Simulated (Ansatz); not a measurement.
Working through a projected density of states of AlCo, space group Pm-3m

Program: the Ansatz DFT code, driven from Python.

Input file `alco.xyz`:
```text
2
Lattice="2.81940321 0.0 0.0 0.0 2.81940321 0.0 0.0 0.0 2.81940321" Properties=species:S:1:pos:R:3:initial_magmoms:R:1 pbc="T T T"
Al    0.00000000    0.00000000    0.00000000  0.00
Co    1.40970160    1.40970160    1.40970160  1.80
```

Typed at the interpreter:
```pycon
>>> import warnings
>>> import ansatz as az
>>> import matplotlib.pyplot as plt
>>> import numpy as np
>>> warnings.simplefilter("ignore", az.DeckWarning)
>>> xtal = az.Crystal.from_extxyz("alco.xyz")
>>> xtal.resolved().sites[-1]
Site(symbol='Co', position=(0.49999999822657504, 0.49999999822657504, 0.49999999822657504), moment=1.8, axis=None, held=None, saved=None)
>>> setup = (
...     xtal.calculation()
...     .functional("pbe")
...     .basis(10 * az.Ha)
...     .kpoints(mesh=(10, 10, 10))  # the mesh must be finer for metals
...     .occupations("fermi_dirac")
...     .spin(az.SpinTreatment.COLLINEAR)
...     .mixing("msr1")
...     .eigensolver("auto")
...     .scf(self_checks="high")
...     .scf(extra_bands=10)
...     .density_of_states(projected=True, method="smearing", broadening_width=0.15, energy_step=0.1)
... )
>>> with warnings.catch_warnings(record=True) as caught:
...     warnings.simplefilter("always")
...     result = setup.run(threads=1)
...
>>> print("warnings raised:", sorted(w.category.__name__ for w in caught) or "none")
warnings raised: ['DeckWarning', 'RunWarning']
>>> data = result.report
>>> data["n_iterations"], data["closed_by"]
(11, 'deck_thresholds')
>>> data["n_kpoints"], data["n_symmetry_ops"], data["n_pw"]
(56, 48, 251)
>>> dos = result.density_of_states()
>>> energy = np.asarray(dos.energies_ev) - dos.fermi_ev
>>> curves = {}
>>> for site in result.projected_density_of_states().sites:
...     for shell in site.shells:
...         weight = sum(np.sum(curve.g_bin_mean_per_ev, axis=0) for curve in shell.curves)
...         name = f"{site.species} {shell.label}"
...         curves[name] = curves.get(name, 0) + weight
...
>>> window = (energy > -10) & (energy < 4)
>>> fig, ax = plt.subplots(figsize=(5.5, 3.5))
>>> for name, g in curves.items():
...     if g[window].max() > 0.05:
...         ax.plot(energy[window], g[window], label=name, lw=1)
...         print(f"{name:8s} peak {g[window].max():7.3f} states/eV at {energy[window][g[window].argmax()]:6.2f} eV")
...
[<matplotlib.lines.Line2D object at 0x...>]
Al 3S    peak   0.371 states/eV at   3.99 eV
[<matplotlib.lines.Line2D object at 0x...>]
Al 3P    peak   0.701 states/eV at  -3.71 eV
[<matplotlib.lines.Line2D object at 0x...>]
Co 4S    peak   0.332 states/eV at   3.29 eV
[<matplotlib.lines.Line2D object at 0x...>]
Co 3D    peak   6.277 states/eV at  -1.41 eV
>>> ax.set(xlabel="E - E_F (eV)", ylabel="states/eV")
[Text(0.5, 0, 'E - E_F (eV)'), Text(0, 0.5, 'states/eV')]
>>> ax.legend(fontsize=7)
<matplotlib.legend.Legend object at 0x...>
>>> fig.tight_layout()
>>> fig.savefig("pdos.png", dpi=100)
```

These settings explore the input space; cutoff and mesh may be short of convergence. The cutoff lies under the one recommended for these potentials. The SCF didn't keep the moments it started from (some shrank, vanished or turned); what is printed is the state reached. The mesh is modest for a metal, so energies can be off by several to tens of meV an atom and pressures by half a GPa or more; differences at equal mesh fare better. Peaks are the largest values inside the energy window taken; deeper bands lie outside it. The structure comes from a database of computed cells and needn't be a stable or known phase. Curves are summed over the cell's atoms. Only shells that the potentials hold have channels, so projections don't add up to the total, least of all where a shell is missing (p of most metals); heights and places of peaks move with the mesh. The density of states is complete only as far up as bands were computed. The script silences the warnings on its input, which a real study should read. It ran for 3.7 s on 1 thread of Arm Neoverse V2, with other jobs on the host, peak memory 0.38 GiB.
